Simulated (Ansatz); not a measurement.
# B2ClFH3P: rigid torsion scan in Python

A script is to give a rigid torsion scan; the system is B2ClFH3P. SMILES: BPB(F)Cl.

Program: Ansatz 0.2.0 through its Python package. The levels of theory stand in the script. These are calculated values, not measurements.

**1. The system**

Bond lengths: B1–P2 1.885 Å, P2–B3 1.948 Å, B3–F4 1.346 Å, B3–Cl5 1.861 Å, B1–H6 1.230 Å, B1–H7 1.208 Å, P2–H8 1.407 Å. Angles: B1–P2–B3 95.0°, B1–P2–H8 94.9°, B3–P2–H8 93.1°, P2–B1–H6 120.4°, P2–B1–H7 121.4°, H6–B1–H7 114.9°, P2–B3–F4 121.9°, P2–B3–Cl5 118.4°, F4–B3–Cl5 119.1°.

No structure file is read: the coordinates are typed or built in the script.

**2. Script**

b2clfh3p.py reads:

```python
from dataclasses import dataclass

import ansatz as az
from ase import Atoms


@dataclass(frozen=True)
class RunConfig:
    basis: str = "6-31G*"
    functional: str = "pbe0"
    fmax: float = 0.02
    method: str = "mp2"


settings = RunConfig()

atoms = Atoms(["B", "P", "B", "F", "Cl", "H", "H", "H"], positions=[
    (-0.1114, 0.3131, 1.4132),
    (0.6321, -1.0462, 0.3395),
    (0.301, -0.1307, -1.348),
    (-0.8544, -0.2778, -2.0228),
    (1.5164, 1.1621, -1.9083),
    (-1.3289, 0.3858, 1.5699),
    (0.4924, 1.3328, 1.646),
    (-0.5551, -1.7963, 0.2547),
])

first = (
    az.Crystal.molecule_from_ase(atoms).calculation()
    .basis(gaussian=settings.basis)
    .functional(settings.functional)
    .relax(force_tolerance=settings.fmax, max_steps=80)
)
atoms.positions = first.run().report["positions_ang"]

start = atoms.get_dihedral(0, 1, 2, 3)
energies = {}
for turn in range(0, 360, 40):
    turned = atoms.copy()
    turned.set_dihedral(0, 1, 2, 3, start + turn, indices=[2, 3, 4])
    calc = (
        az.Crystal.molecule_from_ase(turned).calculation()
        .basis(gaussian=settings.basis)
        .correlation(settings.method)
    )
    energies[round((start + turn) % 360)] = calc.run().report["free_energy_ev"]
floor = min(energies.values())
print("dihedral B0-P1-B2-F3 (deg)   E - E(min) (kJ/mol)")
for angle, e in sorted(energies.items()):
    print(f"{angle:8d} {96.485332 * (e - floor):14.3f}  " + "#" * int(30 * (e - floor) / max(max(energies.values()) - floor, 1e-9)))
```

**3. The calls as engine input**

The engine receives this input (first run):

```yaml
crystal:
  periodic: [false, false, false]
  atoms:
    - { symbol: B, position_ang: [-0.1114, 0.3131, 1.4132] }
    - { symbol: P, position_ang: [0.6321, -1.0462, 0.3395] }
    - { symbol: B, position_ang: [0.301, -0.1307, -1.348] }
    - { symbol: F, position_ang: [-0.8544, -0.2778, -2.0228] }
    - { symbol: Cl, position_ang: [1.5164, 1.1621, -1.9083] }
    - { symbol: H, position_ang: [-1.3289, 0.3858, 1.5699] }
    - { symbol: H, position_ang: [0.4924, 1.3328, 1.646] }
    - { symbol: H, position_ang: [-0.5551, -1.7963, 0.2547] }
basis:
  gaussian:
    orbitals: "6-31G*"
hamiltonian:
  xc: pbe0
relax:
  f_tol: 0.02
  max_steps: 80
```

**4. Running it**

Run with:

```console
> python b2clfh3p.py
```

Output:

```text
dihedral B0-P1-B2-F3 (deg)   E - E(min) (kJ/mol)
      19          5.155  ###
      59          6.221  ####
      99         32.837  #######################
     139         41.775  #############################
     179         17.323  ############
     219          0.000
     259         18.092  ############
     299         42.731  ##############################
     339         31.246  #####################
```

Run time: 66 s. Hardware: 1 thread of Intel Xeon Platinum 8488C (Sapphire Rapids), shared host; peak memory 0.26 GiB.

Lines on the test bed's own set-up are left out of the output.

**5. How the relaxation of run 0 went**

The steps of the relaxation:

```
step  energy from step 1 (eV)  largest force component (eV/Å)
   1                   0.0000                          1.6422
   2                  -0.1806                          1.7194
   3                  -0.3084                          1.6431
   4                  -0.4819                          0.3384
   5                  -0.5521                          0.2629
   6                  -0.5832                          0.5831
   7                  -0.6473                          0.3878
   8                  -0.6725                          0.1658
   9                  -0.6728                          0.2443
  10                  -0.6797                          0.0985
  11                  -0.6805                          0.0275
  12                  -0.6806                          0.0121
```

Step 1 is the start.

Before: Bond lengths: B1–P2 1.885 Å, P2–B3 1.948 Å, B3–F4 1.346 Å, B3–Cl5 1.861 Å, B1–H6 1.230 Å, B1–H7 1.208 Å, P2–H8 1.407 Å. Angles: B1–P2–B3 95.0°, B1–P2–H8 94.9°, B3–P2–H8 93.1°, P2–B1–H6 120.4°, P2–B1–H7 121.4°, H6–B1–H7 114.9°, P2–B3–F4 121.9°, P2–B3–Cl5 118.4°, F4–B3–Cl5 119.1°.

After: Bond lengths: B1–P2 1.848 Å, P2–B3 1.891 Å, B3–F4 1.319 Å, B3–Cl5 1.754 Å, B1–H6 1.194 Å, B1–H7 1.194 Å, P2–H8 1.409 Å. Angles: B1–P2–B3 113.3°, B1–P2–H8 111.4°, B3–P2–H8 106.3°, P2–B1–H6 119.4°, P2–B1–H7 118.4°, H6–B1–H7 121.9°, P2–B3–F4 120.1°, P2–B3–Cl5 121.1°, F4–B3–Cl5 118.6°.

Run 0 is this relaxation; the runs after it count from 1.

**6. What each run gave**

The 9 runs, in the order started:

| run | turn (°) | energy from run 1 (eV) | iterations in all | CPU time (s) |
| --- | --- | --- | --- | --- |
| 1 | 0 | 0.0000 | 15 | 1.6 |
| 2 | 40 | 0.1875 | 15 | 1.5 |
| 3 | 80 | 0.4429 | 15 | 1.5 |
| 4 | 120 | 0.3238 | 15 | 1.9 |
| 5 | 160 | 0.0534 | 15 | 1.2 |
| 6 | 200 | 0.0645 | 15 | 1.4 |
| 7 | 240 | 0.3403 | 15 | 1.5 |
| 8 | 280 | 0.4330 | 15 | 1.6 |
| 9 | 320 | 0.1795 | 15 | 1.5 |

**7. Results**

| quantity | value |
| --- | --- |
| runs compared | 9 |
| range of energy | 0.443 eV |
| lowest point, turn (°) | 0 |

**Reading.** The lowest point lies at a turn of 0°, the highest 0.443 eV (42.7 kJ/mol) above it at 80°. The grid can miss the true lowest and highest points, and the rest of the molecule is held rigid. Run 0: After 11 moves the largest shift is 1.020 Å, of atom 6 (H). So large a move can change the bonding: the results belong to the relaxed structure. Caveats:
- The scan is rigid and the energies are electronic, in a modest basis. With rigid groups the curve can differ much from the relaxed path, the start wasn't checked as a minimum of this torsion, and equivalent turns needn't return to the same energy.
- The start is relaxed with a density functional and scanned with the wavefunction method, so it isn't exactly that method's minimum.
